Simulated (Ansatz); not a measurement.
Below is the output of a Python script on Ansatz 0.2.0, Python API that makes harmonic frequencies at the relaxed geometry of AlBrH3NSi, SMILES Br[SiH]1[NH][AlH]1. Write a script that gives it. Level of theory (for the species named): PBE0, def2-SVP basis, multiplicity 1.

```xyz
7

Br   -1.2736   -2.0947    1.1704
Si   -0.8834    0.0376    0.4316
N     0.8449    0.4129    0.5771
Al    0.7348    0.1827   -1.3005
H    -1.6760    1.1589    0.9226
H     1.3537   -0.4338    0.9399
H     0.9608    0.6683   -2.7868
```

```console
$ python freq.py
pair        before    after (A)
Br0-Si1      2.2901   2.2534
Si1-N2       1.7746   1.7631
Si1-Al3      2.3748   2.3032
Si1-H4       1.4583   1.4938
N2-Al3       1.8949   1.7919
N2-H5        1.0523   1.0168
Al3-H6       1.5799   1.5797
mode  1     119.3 1/cm    14.79 meV
mode  2     185.7 1/cm    23.03 meV
mode  3     346.2 1/cm    42.92 meV
mode  4     416.0 1/cm    51.58 meV
mode  5     441.9 1/cm    54.78 meV
mode  6     506.2 1/cm    62.76 meV
mode  7     641.5 1/cm    79.54 meV
mode  8     648.9 1/cm    80.45 meV
mode  9     710.0 1/cm    88.03 meV
mode 10     811.9 1/cm   100.67 meV
mode 11     892.3 1/cm   110.63 meV
mode 12     957.0 1/cm   118.66 meV
mode 13    1965.1 1/cm   243.64 meV
mode 14    2215.6 1/cm   274.70 meV
mode 15    3604.9 1/cm   446.95 meV
imaginary modes: 0  zero-point energy: 0.8966 eV
H(298 K) - E = 1.0807 eV
S(298 K, 1 bar) = 331.2 J/(mol K) with symmetry number 1
```

One script that gives this output:

Script `freq.py`:
```python
import itertools
import warnings

import ansatz as az
from ase import Atoms
from ase.data import atomic_numbers, covalent_radii
from ase.thermochemistry import IdealGasThermo
import numpy as np


def main() -> None:
    warnings.simplefilter("ignore", az.DeckWarning)

    geometry = (
        az.Crystal.molecule()
        .atom("Br", (-1.2736, -2.0947, 1.1704))
        .atom("Si", (-0.8834, 0.0376, 0.4316))
        .atom("N", (0.8449, 0.4129, 0.5771))
        .atom("Al", (0.7348, 0.1827, -1.3005))
        .atom("H", (-1.676, 1.1589, 0.9226))
        .atom("H", (1.3537, -0.4338, 0.9399))
        .atom("H", (0.9608, 0.6683, -2.7868))
    )

    calc = geometry.calculation().basis(gaussian="def2-SVP").functional("pbe0")
    symbols = [site.symbol for site in geometry.cartesian_sites]
    start = np.array([site.position_ang for site in geometry.cartesian_sites], dtype=float)
    summary = calc.relax(force_tolerance=0.003).run().report
    end = np.array(summary["positions_ang"])

    radius = [covalent_radii[atomic_numbers[s]] for s in symbols]
    span = lambda where, i, j: np.linalg.norm(where[i] - where[j])
    bonded = [(i, j) for i, j in itertools.combinations(range(len(symbols)), 2) if min(span(start, i, j), span(end, i, j)) < 1.2 * (radius[i] + radius[j])]
    print("pair        before    after (A)")
    for i, j in bonded:
        print(f"{symbols[i]}{i}-{symbols[j]}{j}".ljust(10), f"{span(start, i, j):8.4f} {span(end, i, j):8.4f}")

    minimum = az.Crystal.molecule()
    for symbol, place in zip(symbols, end):
        minimum = minimum.atom(symbol, place.tolist())
    vibrating = minimum.calculation()
    vibrating = vibrating.basis(gaussian="def2-SVP")
    vibrating = vibrating.functional("pbe0")
    vibrating = vibrating.phonons(temperatures=(100, 500, 100))
    vib = vibrating.run().report["vibrations"]
    sums = vib["harmonic_sums"]
    modes = [m["omega_inv_cm"] for m in sums["modes_at_gamma"] if m["rigid_motion"] == "no"]
    for number, w in enumerate(modes, start=1):
        print(f"mode {number:2d} {w:9.1f} 1/cm {w / 8065.544 * 1000:8.2f} meV")
    print("imaginary modes:", sum(w < 0 for w in modes), " zero-point energy:", round(sums["zero_point_energy_ev"], 4), "eV")
    gas = IdealGasThermo(vib_energies=[w / 8065.544 for w in modes if w > 0], geometry="linear" if len(modes) == 3 * len(symbols) - 5 else "nonlinear",
                         atoms=Atoms(symbols, positions=end), symmetrynumber=1, spin=0.0)
    print(f"H(298 K) - E = {gas.get_enthalpy(298.15, verbose=False):.4f} eV")
    print(f"S(298 K, 1 bar) = {96485.33 * gas.get_entropy(298.15, 1e5, verbose=False):.1f} J/(mol K) with symmetry number 1")


if __name__ == "__main__":
    main()
```

Notes:
- The frequencies are harmonic and unscaled, in a modest basis.
- The entropy takes a symmetry number of 1; a symmetric molecule's is lower by R ln(sigma).
- Finished in 2.4 min on 1 thread of Arm Neoverse V2 (shared host), peak memory 0.34 GiB.
